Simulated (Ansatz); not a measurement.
# SiF₄ + HBr: a complex and its separated parts, part 2 of 2

Ansatz 0.2.0, Gaussian basis.

## (14) wB97X-V/def2-TZVPP

The inputs:

parta/in.yaml

```yaml
crystal:
  periodic: [false, false, false]
  atoms:
    - {symbol: Si, position_ang: [-0.859703, -0.745647, -0.159171]}
    - {symbol: F, position_ang: [0.529229, -0.626943, 0.544835]}
    - {symbol: F, position_ang: [-0.814287, -1.902339, -1.207586]}
    - {symbol: F, position_ang: [-1.958963, -1.051452, 0.907263]}
    - {symbol: F, position_ang: [-1.194578, 0.598211, -0.881109]}
basis:
  gaussian: {orbitals: def2-TZVPP}
hamiltonian: {xc: {name: wB97X-V}}
```

partb/in.yaml

```yaml
crystal:
  periodic: [false, false, false]
  atoms:
    - {symbol: H, position_ang: [2.090169, 1.198808, 0.639826]}
    - {symbol: Br, position_ang: [2.208135, 2.529362, 0.156141]}
basis:
  gaussian: {orbitals: def2-TZVPP}
hamiltonian: {xc: {name: wB97X-V}}
```

Each run has its own folder and the same command.

Command:

```
> ansatz run in.yaml --threads 8 --pin off --events-out ev --progress --plain --max-ram 19148MiB
```

Output in parta (excerpt; [...] marks lines left out):

```text
Functional definition: wB97X-V
  name "wB97X-V"
  cite "Mardirossian & Head-Gordon, Phys. Chem. Chem. Phys. 16, 9904 (2014) doi:10.1039/C3CP54374A"
  cite "Becke, J. Chem. Phys. 107, 8554 (1997) doi:10.1063/1.475007"
  cite "Vydrov & Van Voorhis, J. Chem. Phys. 133, 244103 (2010) doi:10.1063/1.3521275"
[...]
      + integral(e_c_pw_opposite_spin*poly(b97_u_opposite, cos0, cos1)) + vv10(b, c)
915 factors; their error is unknown
160 factors; integrals over basis functions are off by at most 2.6e-6 eV
[...]
mean field -18752.91102141 eV, -689.1567688571 hartree, gradient 5.7e-5 eV, S^2 0.000000; 0 other end points of the search recorded, 0 dependent functions left out
reference -18752.91102010 eV, -689.1567688089 hartree; 25, 25 occupied and 141, 141 virtual orbitals, 915 factors
Total energy: -18752.91102010 eV, -689.1567688089 hartree
```

partb printed (excerpt; [...] marks lines left out):

```text
[... 5 set-up lines as earlier in the session ...]
[...]
      + integral(e_c_pw_opposite_spin*poly(b97_u_opposite, cos0, cos1)) + vv10(b, c)
472 factors; their error is unknown
72 factors; integrals over basis functions are off by at most 1.1e-4 eV
[...]
mean field -70056.29631118 eV, -2574.5214035728 hartree, gradient 1.2e-5 eV, S^2 0.000000; 0 other end points of the search recorded, 0 dependent functions left out
reference -70056.29631012 eV, -2574.5214035336 hartree; 18, 18 occupied and 44, 44 virtual orbitals, 472 factors
Total energy: -70056.29631012 eV, -2574.5214035336 hartree
```

They took 1.4 s (parta), 0.35 s (partb) on 8 threads of Arm Neoverse V2, shared host.

## (15) wB97M-V/def2-TZVPP

The same edit goes into each in.yaml of step 14 (parta, partb):

```diff
-hamiltonian: {xc: {name: wB97X-V}}
+hamiltonian: {xc: {name: wB97M-V}}
```

One command serves all of them, each in its own folder.

Command:

```
> ansatz run in.yaml --threads 8 --pin off --events-out ev --progress --plain --max-ram 19148MiB
```

Log of parta (excerpt; [...] marks lines left out):

```text
Functional definition: wB97M-V
  name "wB97M-V"
  cite "Mardirossian & Head-Gordon, J. Chem. Phys. 144, 214110 (2016) doi:10.1063/1.4952647"
[... 2 set-up lines as earlier in the session ...]
  # Of w^i u^j: cxij and so on, Table III.
[...]
  gx(w, u) = 1 - cx + cx01*u + cx10*w
[...]
      + integral(e_c_pw_mod_opposite_spin*gos(b97_w_opposite, b97_u_opposite)) + vv10(b, c)
915 factors; their error is unknown
160 factors; integrals over basis functions are off by at most 2.6e-6 eV
[...]
mean field -18755.11108606 eV, -689.2376197419 hartree, gradient 5.6e-6 eV, S^2 0.000000; 0 other end points of the search recorded, 0 dependent functions left out
reference -18755.11111871 eV, -689.2376209417 hartree; 25, 25 occupied and 141, 141 virtual orbitals, 915 factors
Total energy: -18755.11111871 eV, -689.2376209417 hartree
```

Log of partb (excerpt; [...] marks lines left out):

```text
[... 5 set-up lines as earlier in the session ...]
  # Of w^i u^j: cxij and so on, Table III.
[...]
  gx(w, u) = 1 - cx + cx01*u + cx10*w
[...]
      + integral(e_c_pw_mod_opposite_spin*gos(b97_w_opposite, b97_u_opposite)) + vv10(b, c)
467 factors; their error is unknown
72 factors; integrals over basis functions are off by at most 1.1e-4 eV
[...]
mean field -70058.67556318 eV, -2574.6088394709 hartree, gradient 8.6e-6 eV, S^2 0.000000; 0 other end points of the search recorded, 0 dependent functions left out
reference -70058.67558898 eV, -2574.6088404192 hartree; 18, 18 occupied and 44, 44 virtual orbitals, 467 factors
Total energy: -70058.67558898 eV, -2574.6088404192 hartree
```

Times: 1.6 s (parta), 0.35 s (partb) on 8 threads of Arm Neoverse V2, shared host.

## (16) B2PLYP/def2-TZVPP

Each input of step 15 (parta, partb) changes in the same lines:

```diff
-hamiltonian: {xc: {name: wB97M-V}}
+hamiltonian: {xc: {name: B2PLYP}}
```

The same command starts each run, in its folder.

Command:

```
> ansatz run in.yaml --threads 8 --pin off --events-out ev --progress --plain --max-ram 19148MiB
```

Output in parta (excerpt; [...] marks lines left out):

```text
Functional definition: B2PLYP
  name "B2PLYP"
  cite "Grimme, J. Chem. Phys. 124, 034108 (2006) doi:10.1063/1.2148954"
[... 2 set-up lines as earlier in the session ...]
[...]
1076 factors; integrals over basis functions are off by at most 1.0e-3 eV
[...]
mean field -18739.76924531 eV, -688.6738174932 hartree, gradient 1.1e-6 eV, S^2 0.000000; 0 other end points of the search recorded, 0 dependent functions left out
9 core orbitals not correlated: weight in the atoms' cores, before any rotation towards them, 1.000 or more for the frozen orbitals, at most 0.000 for the correlated occupied ones
reference -18739.76934920 eV, -688.6738213111 hartree; 16, 16 occupied and 141, 141 virtual orbitals, 1076 factors
second order -35.33826145 eV of doubles, -0.00000000 eV of singles
Total energy: -18749.31067979 eV, -689.0244587430 hartree
```

Output in partb (excerpt; [...] marks lines left out):

```text
[... 5 set-up lines as earlier in the session ...]
[...]
399 factors; integrals over basis functions are off by at most 1.5e-3 eV
[...]
mean field -70049.78222220 eV, -2574.2820152180 hartree, gradient 1.6e-6 eV, S^2 0.000000; 0 other end points of the search recorded, 0 dependent functions left out
9 core orbitals not correlated: weight in the atoms' cores, before any rotation towards them, 1.000 or more for the frozen orbitals, at most 0.000 for the correlated occupied ones
reference -70049.78232293 eV, -2574.2820189200 hartree; 9, 9 occupied and 44, 44 virtual orbitals, 399 factors
second order -9.24622997 eV of doubles, -0.00000000 eV of singles
Total energy: -70052.27880503 eV, -2574.3737629447 hartree
```

They took 1.1 s (parta), 0.25 s (partb) on 8 threads of Arm Neoverse V2, shared host.

## (17) PBE-QIDH/def2-TZVPP

Each input of step 16 (parta, partb) changes in the same lines:

```diff
-hamiltonian: {xc: {name: B2PLYP}}
+hamiltonian: {xc: {name: PBE-QIDH}}
```

Each run has its own folder and the same command.

Command:

```
> ansatz run in.yaml --threads 8 --pin off --events-out ev --progress --plain --max-ram 19148MiB
```

parta printed (excerpt; [...] marks lines left out):

```text
Functional definition: PBE-QIDH
  name "PBE-QIDH"
  cite "Brémond, Sancho-García, Pérez-Jiménez & Adamo, J. Chem. Phys. 141, 031101 (2014) doi:10.1063/1.4890314"
[... 1 set-up line as earlier in the session ...]
[...]
1076 factors; integrals over basis functions are off by at most 1.0e-3 eV
[...]
mean field -18729.93581463 eV, -688.3124455810 hartree, gradient 2.4e-6 eV, S^2 0.000000; 0 other end points of the search recorded, 0 dependent functions left out
9 core orbitals not correlated: weight in the atoms' cores, before any rotation towards them, 1.000 or more for the frozen orbitals, at most 0.000 for the correlated occupied ones
reference -18729.93582112 eV, -688.3124458197 hartree; 16, 16 occupied and 141, 141 virtual orbitals, 1076 factors
second order -33.11259299 eV of doubles, -0.00000000 eV of singles
Total energy: -18740.97335212 eV, -688.7180676024 hartree
```

Log of partb (excerpt; [...] marks lines left out):

```text
[... 4 set-up lines as earlier in the session ...]
[...]
399 factors; integrals over basis functions are off by at most 1.5e-3 eV
[...]
mean field -70043.31092167 eV, -2574.0441993102 hartree, gradient 9.1e-7 eV, S^2 0.000000; 0 other end points of the search recorded, 0 dependent functions left out
9 core orbitals not correlated: weight in the atoms' cores, before any rotation towards them, 1.000 or more for the frozen orbitals, at most 0.000 for the correlated occupied ones
reference -70043.31092879 eV, -2574.0441995719 hartree; 9, 9 occupied and 44, 44 virtual orbitals, 399 factors
second order -8.68133982 eV of doubles, -0.00000000 eV of singles
Total energy: -70046.20470873 eV, -2574.1505440232 hartree
```

Times: 1 s (parta), 0.25 s (partb) on 8 threads of Arm Neoverse V2, shared host.

## (18) RPA on PBE/def2-TZVPP

Each input of step 17 (parta, partb) changes in the same lines:

```diff
-hamiltonian: {xc: {name: PBE-QIDH}}
+hamiltonian: {xc: pbe}
+correlation: {method: rpa}
```

Each run has its own folder and the same command.

Command:

```
> ansatz run in.yaml --threads 8 --pin off --events-out ev --progress --plain --max-ram 19148MiB
```

parta printed (excerpt; [...] marks lines left out):

```text
[... 4 set-up lines as earlier in the session ...]
[...]
1076 factors; integrals over basis functions are off by at most 1.0e-3 eV
[...]
mean field -18743.43646626 eV, -688.8085853776 hartree, gradient 1.1e-6 eV, S^2 0.000000; 0 other end points of the search recorded, 0 dependent functions left out
9 core orbitals not correlated: weight in the atoms' cores, before any rotation towards them, 1.000 or more for the frozen orbitals, at most 0.000 for the correlated occupied ones
reference -18697.38439269 eV, -687.1162028892 hartree; 16, 16 occupied and 141, 141 virtual orbitals, 1076 factors
Total energy: -18741.70689286 eV, -688.7450247275 hartree
```

Output in partb (excerpt; [...] marks lines left out):

```text
[... 4 set-up lines as earlier in the session ...]
[...]
399 factors; integrals over basis functions are off by at most 1.5e-3 eV
[...]
mean field -70052.13670436 eV, -2574.3685408416 hartree, gradient 6.0e-6 eV, S^2 0.000000; 0 other end points of the search recorded, 0 dependent functions left out
9 core orbitals not correlated: weight in the atoms' cores, before any rotation towards them, 1.000 or more for the frozen orbitals, at most 0.000 for the correlated occupied ones
reference -70014.55933864 eV, -2572.9875981221 hartree; 9, 9 occupied and 44, 44 virtual orbitals, 399 factors
Total energy: -70026.49300587 eV, -2573.4261523039 hartree
```

Wall times: 0.95 s (parta), 0.2 s (partb) on 8 threads of Arm Neoverse V2, shared host.

## (19) CCSD(T)/def2-TZVPP

The same edit goes into each in.yaml of step 18 (parta, partb):

```diff
-hamiltonian: {xc: pbe}
-correlation: {method: rpa}
+correlation: {method: ccsd_t}
```

One command serves all of them, each in its own folder.

Command:

```
> ansatz run in.yaml --threads 8 --pin off --events-out ev --progress --plain --max-ram 19148MiB
```

Log of parta (excerpt; [...] marks lines left out):

```text
Functional definition: HF
  name "HF"
  cite "Fock, Z. Phys. 61, 126 (1930) doi:10.1007/BF01340294"
[... 1 set-up line as earlier in the session ...]
[...]
1076 factors; integrals over basis functions are off by at most 1.0e-3 eV
[...]
mean field -18699.14034874 eV, -687.1807330837 hartree, gradient 2.1e-6 eV, S^2 0.000000; 0 other end points of the search recorded, 0 dependent functions left out
9 core orbitals not correlated: weight in the atoms' cores, before any rotation towards them, 1.000 or more for the frozen orbitals, at most 0.000 for the correlated occupied ones
reference -18699.14034874 eV, -687.1807330837 hartree; 16, 16 occupied and 141, 141 virtual orbitals, 1076 factors
second order -29.98035224 eV of doubles, -0.00000000 eV of singles
cycle   1  -29.38956872 eV  change    5.9e-1 eV  update   1.0e-1
[...]
cycle   9  -30.00164626 eV  change    2.4e-6 eV  update   3.6e-6
perturbative correction -0.82429189 eV, -0.0302921684 hartree
Total energy: -18729.96628689 eV, -688.3135654162 hartree
```

partb printed (excerpt; [...] marks lines left out):

```text
[... 4 set-up lines as earlier in the session ...]
[...]
399 factors; integrals over basis functions are off by at most 1.5e-3 eV
[...]
mean field -70014.93828186 eV, -2573.0015240287 hartree, gradient 1.4e-6 eV, S^2 0.000000; 0 other end points of the search recorded, 0 dependent functions left out
9 core orbitals not correlated: weight in the atoms' cores, before any rotation towards them, 1.000 or more for the frozen orbitals, at most 0.000 for the correlated occupied ones
reference -70014.93828186 eV, -2573.0015240287 hartree; 9, 9 occupied and 44, 44 virtual orbitals, 399 factors
second order -7.83907393 eV of doubles, -0.00000000 eV of singles
cycle   1  -7.92766084 eV  change   -8.9e-2 eV  update   4.5e-2
[...]
cycle   7  -8.11361684 eV  change   -4.7e-6 eV  update   1.2e-5
perturbative correction -0.24160720 eV, -0.0088789009 hartree
Total energy: -70023.29350590 eV, -2573.3085728487 hartree
```

Times: 5 s (parta), 0.25 s (partb) on 8 threads of Arm Neoverse V2, shared host; peak memory 1.1 GiB.

## (20) Vibrations of SiF₄

Input file vib-parta/in.yaml:

```yaml
crystal:
  periodic: [false, false, false]
  atoms:
    - {symbol: Si, position_ang: [-0.859703, -0.745647, -0.159171]}
    - {symbol: F, position_ang: [0.529229, -0.626943, 0.544835]}
    - {symbol: F, position_ang: [-0.814287, -1.902339, -1.207586]}
    - {symbol: F, position_ang: [-1.958963, -1.051452, 0.907263]}
    - {symbol: F, position_ang: [-1.194578, 0.598211, -0.881109]}
basis:
  gaussian: {orbitals: def2-TZVP}
hamiltonian: {xc: pbe0, dispersion: d4}
phonons: {temperatures: {t_min: 298.15, t_max: 900, t_step: 200}}
```

Command:

```
> ansatz run in.yaml --threads 8 --pin off --events-out ev --progress --plain --max-ram 19148MiB
```

Standard output (excerpt; [...] marks lines left out):

```text
[... 5 set-up lines as earlier in the session ...]
[...]
892 factors; their error is unknown
[...]
mean field -18744.19946304 eV, -688.8366249921 hartree, gradient 1.4e-6 eV, S^2 0.000000; 0 other end points of the search recorded, 0 dependent functions left out
[...]
Atom 2 at    -0.814287    -1.902339    -1.207586 Å, force    -0.001922    -0.000287     0.000889 eV/Å
Atom 3 at    -1.958963    -1.051452     0.907263 Å, force    -0.000573    -0.001290    -0.001604 eV/Å
Atom 4 at    -1.194578     0.598211    -0.881109 Å, force     0.001140    -0.001314     0.001146 eV/Å
Dipole moment:    -0.000056    -0.000040    -0.000014 e Å
Vibrations: 257.90 258.13 381.01 381.10 381.11 796.02 1033.47 1033.70 1033.84 cm⁻¹, zero-point energy 0.344446 eV
```

It took 9 s on 8 threads of Arm Neoverse V2, shared host.

Wavenumbers and character of the modes:

```csv
mode,wavenumber (cm⁻¹),character
1,258,bend
2,258,bend
3,381,bend
4,381,bend
5,381,bend
6,796,Si–F stretch
7,1033,Si–F stretch
8,1034,Si–F stretch
9,1034,Si–F stretch
```

Vibrational sums (real modes only):

| T (K) | entropy (J/mol/K) | heat capacity (J/mol/K) |
| --- | --- | --- |
| 298 | 28.9 | 40.6 |
| 498 | 53.9 | 56.4 |
| 698 | 74.3 | 63.9 |
| 898 | 90.9 | 67.8 |

## (21) Vibrations of HBr

Input file vib-partb/in.yaml:

```yaml
crystal:
  periodic: [false, false, false]
  atoms:
    - {symbol: H, position_ang: [2.090169, 1.198808, 0.639826]}
    - {symbol: Br, position_ang: [2.208135, 2.529362, 0.156141]}
basis:
  gaussian: {orbitals: def2-TZVP}
hamiltonian: {xc: pbe0, dispersion: d4}
phonons: {temperatures: {t_min: 298.15, t_max: 900, t_step: 200}}
```

Command:

```
> ansatz run in.yaml --threads 8 --pin off --events-out ev --progress --plain --max-ram 19148MiB
```

Standard output (excerpt; [...] marks lines left out):

```text
[... 5 set-up lines as earlier in the session ...]
[...]
457 factors; their error is unknown
[...]
mean field -70054.57278200 eV, -2574.4580650434 hartree, gradient 2.1e-5 eV, S^2 0.000000; 0 other end points of the search recorded, 0 dependent functions left out
[...]
reference -70054.57272492 eV, -2574.4580629460 hartree; 18, 18 occupied and 36, 36 virtual orbitals, 457 factors
Total energy: -70054.57831862 eV, -2574.4582685108 hartree
Atom 0 at     2.090169     1.198808     0.639826 Å, force     0.000216     0.002440    -0.000887 eV/Å
Atom 1 at     2.208135     2.529362     0.156141 Å, force    -0.000216    -0.002440     0.000887 eV/Å
Dipole moment:    -0.016470    -0.185772     0.067532 e Å
Vibrations: 2666.79 cm⁻¹, zero-point energy 0.165320 eV
```

Run time: 1.2 s. Hardware: 8 threads of Arm Neoverse V2, shared host.

The modes, with what each moves most:

```csv
mode,wavenumber (cm⁻¹),character
1,2667,Br–H stretch
```

Vibrational sums (real modes only):

| T (K) | entropy (J/mol/K) | heat capacity (J/mol/K) |
| --- | --- | --- |
| 298 | 0.0 | 0.0 |
| 498 | 0.0 | 0.2 |
| 698 | 0.2 | 1.0 |
| 898 | 0.6 | 2.2 |

## (22) Complex less separated parts

The complex's own energies come from single points at the same levels.

Rows are in def2-TZVPP; times add the 3 runs of a level on a shared host, so small differences are noise.

```
      method                    rung  complex less parts (eV)  from CCSD(T) (eV)   time
       SPW92                     LDA                   -0.086             -0.042  0.9 s
      PBE-D4                     GGA                   -0.075             -0.031  1.4 s
     BLYP-D4                     GGA                   -0.075             -0.031  1.5 s
   r2SCAN-D4                meta-GGA                   -0.058             -0.014  3.2 s
      B97M-V                meta-GGA                   -0.055             -0.011  5.4 s
     PBE0-D4                  hybrid                   -0.067             -0.023  2.1 s
    B3LYP-D4                  hybrid                   -0.073             -0.029    2 s
  r2SCAN0-D4                  hybrid                   -0.056             -0.012  3.7 s
    BHLYP-D4                  hybrid                   -0.076             -0.032  2.1 s
CAM-B3LYP-D4  range-separated hybrid                   -0.073             -0.029  2.4 s
     wB97X-V  range-separated hybrid                   -0.056             -0.012  4.9 s
     wB97M-V  range-separated hybrid                   -0.055             -0.011  5.9 s
      B2PLYP           double hybrid                   -0.028             +0.016  3.8 s
    PBE-QIDH           double hybrid                   -0.034             +0.010  3.8 s
  RPA on PBE                     RPA                   -0.034             +0.010  3.4 s
Hartree-Fock            wavefunction                    0.003             +0.047       
         MP2            wavefunction                   -0.046             -0.002       
        CCSD            wavefunction                   -0.037             +0.007       
     CCSD(T)            wavefunction                   -0.044                  0  2 min
```

Among the levels timed on like hardware and quicker than the yardstick, those that no quicker one beats, quickest first: SPW92 (0.9 s, -0.042 eV); PBE-D4 (1.4 s, -0.031 eV); B3LYP-D4 (2 s, -0.029 eV); PBE0-D4 (2.1 s, -0.023 eV); r2SCAN-D4 (3.2 s, -0.014 eV); RPA on PBE (3.4 s, +0.010 eV); PBE-QIDH (3.8 s, +0.010 eV).

PBE-QIDH reaches 0.010 eV from the reference in 3.8 s, where CCSD(T) took 2 min; the quickest level in the cost chart, SPW92, takes 0.9 s and misses by 0.042 eV.

The complex's zero-point energy, from a separate PBE0-D4 run, is 0.529 eV.

## (23) Outcome

This closing draws on all 2 parts.

```
                              quantity      value
complex less parts, CCSD(T)/def2-TZVPP  -0.044 eV
                with zero-point energy  -0.024 eV
                 largest T1 diagnostic      0.011
```

In words: At CCSD(T) the complex lies 0.044 eV below its parts. Among the functionals PBE-QIDH lands nearest to CCSD(T) (+0.010 eV) and SPW92 farthest (-0.042 eV). By rung, the mean size of the error is: LDA 0.042, GGA 0.031, meta-GGA 0.012, hybrid 0.024, range-separated hybrid 0.018, double hybrid 0.013 eV. PBE-D4 gives a relative energy 0.031 eV too low, an error of 70 % of the reference. The complex's frequency run has imaginary modes: the structure is no minimum, so both the energy and the zero-point correction are in doubt. No counterpoise was applied, and triple zeta lacks some correlation, so the CCSD(T) reference has a basis error of its own, and close matches with it are partly luck.
